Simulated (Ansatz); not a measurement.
# Cd (P6_3/mmc): equation of state with a fit

The task is an equation of state with a fit, for Cd (P6_3/mmc).

All numbers are computed with Ansatz 0.2.0, driven from Python. Level of theory: DFT PBE, plane waves, PAW.

## (1) Starting point

It takes space group P6_3/mmc (No. 194, hexagonal). The conventional cell has a = 2.979 Å, b = 2.979 Å, c = 5.618 Å, α = 90.00°, β = 90.00°, γ = 120.00°. Cd (site symmetry -6m2) has 12 Cd at 2.98 to 3.29 Å as nearest neighbours.

No structure file is read: the coordinates are typed or built in the script.

## (2) The script

Input file eos_cd.py:

```python
"""Energy against volume for Cd, with a fit."""

import logging
import sys
import warnings

import ansatz as az
import numpy as np
from scipy.optimize import curve_fit

logging.basicConfig(stream=sys.stdout, format="%(name)s: %(message)s")
log = logging.getLogger("run")
log.setLevel(logging.INFO)

VECTORS = np.array([
    [2.97887, 0.0, 0.0],
    [-1.489435, 2.579777, 0.0],
    [0.0, 0.0, 5.61765],
])
SITES = [
    ("Cd", [1 / 3, 2 / 3, 0.25]),
    ("Cd", [2 / 3, 1 / 3, 0.75]),
]


def make_crystal(cell):
    crystal = az.Crystal(lattice=az.Lattice.of(cell))
    for symbol, position in SITES:
        crystal = crystal.atom(symbol, position)
    return crystal

def vinet(v, e0, v0, b0, b1):
    eta = (v / v0) ** (1 / 3)
    return e0 + 2 * b0 * v0 / (b1 - 1) ** 2 * (2 - (5 + 3 * b1 * (eta - 1) - 3 * eta) * np.exp(-1.5 * (b1 - 1) * (eta - 1)))


def main() -> None:
    warnings.simplefilter("ignore", az.DeckWarning)

    # uniform scaling of the cell
    volumes, energies = [], []
    for scale in np.linspace(0.88, 1.12, 7):
        cell = VECTORS * scale ** (1 / 3)
        job = (
            make_crystal(cell).calculation()
            .basis(19 * az.Ha)
            .occupations("fermi_dirac")
            .kpoints(9, 9, 4)
        )
        r = job.run().report
        volumes.append(abs(np.linalg.det(cell)) / len(SITES))
        energies.append(r["free_energy_ev"] / len(SITES))
        log.info(f"V = {volumes[-1]:8.4f} A^3/atom  F = {energies[-1]:.5f} eV/atom")

    guess = (min(energies), volumes[int(np.argmin(energies))], 0.5, 4.5)
    (e0, v0, b0, b1), _ = curve_fit(vinet, np.array(volumes), np.array(energies), p0=guess, maxfev=20000)
    log.info(f"Vinet fit: V0 = {v0:.4f} A^3/atom, B0 = {160.21766 * b0:.1f} GPa, B1 = {b1:.2f}")
    print("largest residual", round(1000 * float(np.abs(vinet(np.array(volumes), e0, v0, b0, b1) - energies).max()), 3), "meV/atom")


if __name__ == "__main__":
    main()
```

## (3) Launch

Command:

```bash
$ python eos_cd.py
```

**Question.** Estimate the equilibrium volume and the bulk modulus.

The runs gave:

| quantity | value |
| --- | --- |
| runs compared | 7 |
| range of energy | 144.23 meV/atom |
| lowest point, volume (Å³/atom) | 23.312 |
| equilibrium volume (fit) | 23.10 Å³/atom |
| bulk modulus (fit) | 40 GPa |

A third-order Birch-Murnaghan fit through the 7 points has its minimum at 23.10 Å³ an atom, 7.0 % above the typed cell, with a bulk modulus of 40 GPa. From that minimum the energy rises by 144.4 meV an atom on the compressed side and 5.6 meV on the expanded side. The window is off centre, so dB/dP is rough. Shape and fractional positions are held along the curve, so the bulk modulus is an upper value where they are free to relax, by a factor of two or more in layered or hydrogen-bonded cells. The mesh is modest for a metal, so energies can be off by several to tens of meV an atom and pressures by half a GPa or more; differences at equal mesh fare better. No functional is typed, so the default, PBE, holds.
